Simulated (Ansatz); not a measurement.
**FH₇O₂Si (built from SMILES F[SiH3].O.O): Born-Oppenheimer dynamics**

Aim: follow the atoms for 60 steps of 0.5 fs with a Langevin thermostat, with velocities drawn for 300 K, and see to which side of the barrier the system falls.

The runs use Ansatz 0.2.0, Gaussian basis; PBE0-D4/def2-SVP.

1 further run of the same task is left out (it didn't finish).

## 1. The system as given

The start, a first-order saddle point found at PBE0-D4 in triple zeta: 11 atoms, charge 0, spin multiplicity 1.

Atoms are counted from 1 here; the program's logs count them from 0.

Bond lengths: Si1–F2 1.897 Å, Si1–H3 1.483 Å, Si1–H4 1.483 Å, Si1–H5 1.525 Å, Si1–O7 1.768 Å, H6–O7 1.264 Å, H6–O9 1.144 Å, O7–H10 0.958 Å, H8–O9 1.081 Å, O9–H11 0.962 Å. Angles: F2–Si1–H3 85.7°, F2–Si1–H4 85.7°, F2–Si1–H5 170.3°, F2–Si1–O7 81.6°, H3–Si1–H4 119.9°, H3–Si1–H5 98.9°, H3–Si1–O7 119.0°, H4–Si1–H5 99.1°, H4–Si1–O7 118.2°, H5–Si1–O7 88.7°, O7–H6–O9 156.4°, Si1–O7–H6 121.2°, Si1–O7–H10 112.6°, H6–O7–H10 124.7°, H6–O9–H8 87.2°, H6–O9–H11 111.3°, H8–O9–H11 109.2°.

Coordinates:

```xyz
11
charge 0, multiplicity 1
Si   -0.3062    0.3687   -1.2474
F    -0.5485   -1.2693   -0.3208
H     0.5219   -0.4173   -2.1944
H    -1.7823    0.3783   -1.3881
H    -0.0036    1.7680   -1.7738
H     0.5543    0.0054    1.2363
O     0.3888    0.8458    0.3066
H    -0.0174   -1.3693    0.8666
O     0.5039   -1.0176    1.7454
H     0.7925    1.7145    0.2782
H    -0.1033   -1.0075    2.4914
```

## 2. Dynamics

md/in.yaml

```yaml
crystal:
  periodic: [false, false, false]
  atoms:
    - {symbol: Si, position_ang: [-0.306190, 0.368748, -1.247418]}
    - {symbol: F, position_ang: [-0.548528, -1.269261, -0.320800]}
    - {symbol: H, position_ang: [0.521908, -0.417273, -2.194382]}
    - {symbol: H, position_ang: [-1.782281, 0.378349, -1.388072]}
    - {symbol: H, position_ang: [-0.003621, 1.767992, -1.773839]}
    - {symbol: H, position_ang: [0.554288, 0.005389, 1.236252]}
    - {symbol: O, position_ang: [0.388784, 0.845802, 0.306631]}
    - {symbol: H, position_ang: [-0.017422, -1.369276, 0.866599]}
    - {symbol: O, position_ang: [0.503888, -1.017599, 1.745373]}
    - {symbol: H, position_ang: [0.792492, 1.714503, 0.278202]}
    - {symbol: H, position_ang: [-0.103318, -1.007473, 2.491353]}
basis:
  gaussian: {orbitals: def2-SVP}
hamiltonian: {xc: pbe0, dispersion: d4}
md: {n_steps: 60, timestep: 0.5, temperature: 300, ensemble: nvt_langevin, seed: 803, friction: 0.002, initial_velocities: maxwell_boltzmann}
```

Started as:

```sh
$ ansatz run in.yaml --threads 4 --pin off --events-out ev --progress --plain --max-ram 9574MiB
```

Q: Predict the outcome of this session. Wanted: temperature at the start; mean temperature, second half; lowest and highest potential energy, from the first frame; largest change of potential + kinetic.

The runs gave:

| quantity | value |
| --- | --- |
| length | 60 steps, 30.0 fs |
| temperature at the start | 273 K |
| mean temperature, second half | 197 K |
| lowest and highest potential energy, from the first frame | 0 and 251 meV |
| largest change of potential + kinetic | 88.2 meV |

**Reading.** By the last frame it has moved towards the side where Si1–O7, H6–O9, F2–H8 form. The thermostat trades energy with the molecule, so the sum of potential and kinetic energy isn't conserved: it changes by +88 meV over the run. The mean temperature of the second half is still well below the 300 K set. The temperature runs between 122 and 284 K. Under Langevin the temperature counts 3N degrees of freedom, more than the drawn velocities fill, so it starts at 273 K, not 300 K.
